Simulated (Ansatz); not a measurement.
# GaIF2: a ladder of functionals and wavefunction methods

One table from this session's results is given with a row withheld; the runs are named, their logs left out.

The runs use Ansatz 0.2.0, Gaussian basis; functionals in def2-TZVPP, the program's frozen cores in correlated methods.

The runs, in order: LDA (SPW92), PBE-D4, revPBE-D4, BLYP-D4, r2SCAN-D4, B97M-V, PBE0-D4, B3LYP-D4, r2SCANh-D4, r2SCAN0-D4, HSE06-D4, BHLYP-D4, CAM-B3LYP-D4, LC-ωPBE, ωB97X-V, ωB97M-V, B2PLYP, PBE-QIDH; CCSD(T)/def2-SVP; CCSD(T)/def2-TZVPP; MP2/def2-QZVPP; extrapolation to the limit; RPA on PBE.

## The relaxed structure

An earlier PBE0-D4 in a triple-zeta def2 set relaxation fixed the geometry. I takes the def2 core potential; no spin-orbit term is included.

SMILES `[F][Ga]([F])[I]`, 4 atoms, charge 0, spin multiplicity 1.

Atoms are counted from 1 here; the program's logs count them from 0.

Bond lengths: F1–Ga2 1.734 Å, Ga2–F3 1.734 Å, Ga2–I4 2.432 Å. Angles: F1–Ga2–F3 114.8°, F1–Ga2–I4 122.6°, F3–Ga2–I4 122.6°.

The first run:

Input file in.yaml:

```yaml
crystal:
  periodic: [false, false, false]
  atoms:
    - {symbol: F, position_ang: [-0.743787, -0.500159, 1.570179]}
    - {symbol: Ga, position_ang: [0.075745, -0.087809, 0.098315]}
    - {symbol: F, position_ang: [1.716675, -0.640667, -0.000425]}
    - {symbol: I, position_ang: [-0.993035, 1.168334, -1.688369]}
basis:
  gaussian: {orbitals: def2-TZVPP}
hamiltonian: {xc: lda}
output: {orbitals: {seedname: orbitals}}
```

Started as:

```console
$ ansatz run in.yaml --threads 4 --pin off --events-out ev --progress --plain --max-ram 10444MiB
```

Steps of the session up to this table: LDA; PBE-D4 (GGA); revPBE-D4 (GGA); BLYP-D4 (GGA); r2SCAN-D4 (meta-GGA); B97M-V (meta-GGA); PBE0-D4 (hybrid); B3LYP-D4 (hybrid); r2SCANh-D4 (hybrid); r2SCAN0-D4 (hybrid); HSE06-D4 (hybrid); BHLYP-D4 (hybrid); CAM-B3LYP-D4 (range-separated); LC-ωPBE (range-separated); ωB97X-V (range-separated); ωB97M-V (range-separated); B2PLYP (double hybrid); PBE-QIDH (double hybrid).

One table of the session follows, with a row left open; its other results are not shown here.

It belongs to the step «Frontier levels by functional». 

| functional | HOMO (eV) | LUMO (eV) | gap (eV) |
| --- | --- | --- | --- |
| LDA (SPW92) | -7.60 | -3.55 | 4.05 |
| PBE-D4 | -7.40 | -3.20 | 4.20 |
| revPBE-D4 | -7.33 | -3.06 | 4.28 |
| BLYP-D4 | -7.22 | -3.18 | 4.04 |
| r2SCAN-D4 | ? | ? | ? |
| B97M-V | -7.70 | -2.97 | 4.73 |
| PBE0-D4 | -8.60 | -2.29 | 6.31 |
| B3LYP-D4 | -8.34 | -2.64 | 5.71 |
| r2SCANh-D4 | -8.16 | -2.62 | 5.55 |
| r2SCAN0-D4 | -8.81 | -2.14 | 6.68 |
| HSE06-D4 | -8.20 | -2.66 | 5.54 |
| BHLYP-D4 | -9.61 | -1.43 | 8.18 |
| CAM-B3LYP-D4 | -9.87 | -1.37 | 8.50 |
| LC-ωPBE | -11.21 | -0.04 | 11.17 |
| ωB97X-V | -10.86 | -0.19 | 10.68 |
| ωB97M-V | -10.74 | -0.37 | 10.37 |

Q: Estimate the row for r2SCAN-D4 from the others.

Worked estimate for «HOMO (eV)». Against the share of exact exchange, r2SCANh-D4 (0.1, -8.16), r2SCAN0-D4 (0.25, -8.81) give a slope of -4.33 per unit share; at 0 the line stands at -7.73.

**Answer.** HOMO (eV): -7.73; LUMO (eV): -2.94; gap (eV): 4.79. In «HOMO (eV)» the line misses by 0.00.
